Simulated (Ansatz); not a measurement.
# CoO: the cost of one run

Method: DFT, PBE+U, PAW, task relax, in Ansatz 0.2 development build.

## 1. Starting point

Symmetry: Fm-3m, No. 225, cubic system. The conventional cell has a = 4.431 Å, b = 4.431 Å, c = 4.431 Å, α = 90.00°, β = 90.00°, γ = 90.00°. Co (site symmetry m-3m) has 6 O at 2.22 Å as nearest neighbours. O (site symmetry m-3m) has 6 Co at 2.22 Å as nearest neighbours.

As a file:

```xyz
2
Lattice="0.0000 2.2155 2.2155 2.2155 0.0000 2.2155 2.2155 2.2155 0.0000" Properties=species:S:1:pos:R:3 pbc="T T T"
Co    0.0000    0.0000    0.0000
O     2.2155    2.2155    2.2155
```

## 2. The run

The input, input.yaml:

```yaml
crystal:
  lattice:
    - [0.0, 2.2155, 2.2155]
    - [2.2155, 0.0, 2.2155]
    - [2.2155, 2.2155, 0.0]
  atoms:
    - { symbol: Co, position: [0.0, 0.0, 0.0], spin: 1.7 }
    - { symbol: O, position: [0.5, 0.5, 0.5] }
hamiltonian:
  xc: pbe
  pseudopotentials: { kind: paw }
  dispersion: none
  hubbard: { sites: [{ species: Co, l: d, u_eff: 4.0 }] }
kpoints:
  mp_grid: { kspacing: 0.2 }
magnetization:
  spin_polarized: true
relax:
  cell: {}
scf:
  occupations: { method: fermi_dirac, width: "0.1 eV" }
  lower_state_search: standard
```

Run with:

```console
ansatz run input.yaml --threads 4 --max-ram=10GiB --backend cpu --events-out ev
```

What time and memory should one allow on 4 threads of Arm Neoverse V2 (Grace), shared host?

About 4.4 min, with a peak of 3 GiB.
